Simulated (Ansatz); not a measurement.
# ClF4H4OSiTa: the cost of one run

Program: Ansatz 0.2.0. Level of theory: RHF/def2-SVP. These are calculated values, not measurements.

### 1 Starting point

Bond lengths: Ta1–Cl2 2.820 Å, Ta1–F3 1.930 Å, Ta1–F4 1.930 Å, Ta1–F5 1.930 Å, Ta1–F6 1.930 Å, Ta1–O7 2.320 Å, O7–Si8 1.680 Å, Si8–H9 1.460 Å, Si8–H10 1.460 Å, Si8–H11 1.460 Å. Angles (14 of 22 angles, heavy atoms first): Cl2–Ta1–F3 90.0°, Cl2–Ta1–F4 90.0°, Cl2–Ta1–F5 120.0°, Cl2–Ta1–F6 120.0°, Cl2–Ta1–O7 71.6°, F3–Ta1–F4 180.0°, F3–Ta1–F5 90.0°, F3–Ta1–F6 90.0°, F3–Ta1–O7 59.6°, F4–Ta1–F5 90.0°, F4–Ta1–F6 90.0°, F4–Ta1–O7 120.4°, F5–Ta1–F6 120.0°, F5–Ta1–O7 148.6°.

Coordinates:

```xyz
12

Ta    0.0000    0.0000    0.0000
Cl    2.8200    0.0000    0.0000
F     0.0000    0.0000    1.9300
F     0.0000    0.0000   -1.9300
F    -0.9650    1.6714    0.0000
F    -0.9650   -1.6714    0.0000
O     0.7315   -1.8635    1.1725
Si    0.0634   -3.4003    1.0536
H     0.9318   -4.2477    0.2415
H    -0.0701   -3.9782    2.3876
H    -1.2529   -3.3124    0.4280
H     1.9721   -1.3075    0.8227
```

### 2 Pulling towards end A

Springs on the bonds that form and break draw the guess towards this end; the thresholds are loose.

The input, input.yaml:

```yaml
crystal:
  periodic: [false, false, false]
  atoms:
    - { symbol: Ta, position_ang: [0.0, 0.0, 0.0] }
    - { symbol: Cl, position_ang: [2.82, 0.0, 0.0] }
    - { symbol: F, position_ang: [0.0, 0.0, 1.93] }
    - { symbol: F, position_ang: [0.0, 0.0, -1.93] }
    - { symbol: F, position_ang: [-0.965, 1.6714, 0.0] }
    - { symbol: F, position_ang: [-0.965, -1.6714, 0.0] }
    - { symbol: O, position_ang: [0.7315, -1.8635, 1.1725] }
    - { symbol: Si, position_ang: [0.0634, -3.4003, 1.0536] }
    - { symbol: H, position_ang: [0.9318, -4.2477, 0.2415] }
    - { symbol: H, position_ang: [-0.0701, -3.9782, 2.3876] }
    - { symbol: H, position_ang: [-1.2529, -3.3124, 0.428] }
    - { symbol: H, position_ang: [1.9721, -1.3075, 0.8227] }
basis:
  gaussian: { orbitals: def2-SVP }
hamiltonian:
  xc: hf
relax:
  f_tol: 0.15
  max_steps: 25
  restrain:
    - { distance: [0, 6], at: 3.22, k: 30.0 }
    - { distance: [11, 1], at: 2.57, k: 30.0 }
    - { distance: [0, 1], at: 2.47, k: 30.0 }
    - { distance: [11, 6], at: 1.01, k: 30.0 }
```

Command:

```sh
> ansatz run input.yaml --threads 4 --pin off --max-ram 5120MiB --backend cpu --events-out ev --progress --plain --runs-dir out
```

Q: Estimate wall time and peak memory on 4 threads of Intel Xeon Platinum 8259CL at 2.50GHz (Skylake/Cascade Lake), shared host.

About 53 s, with a peak of 0.52 GiB.
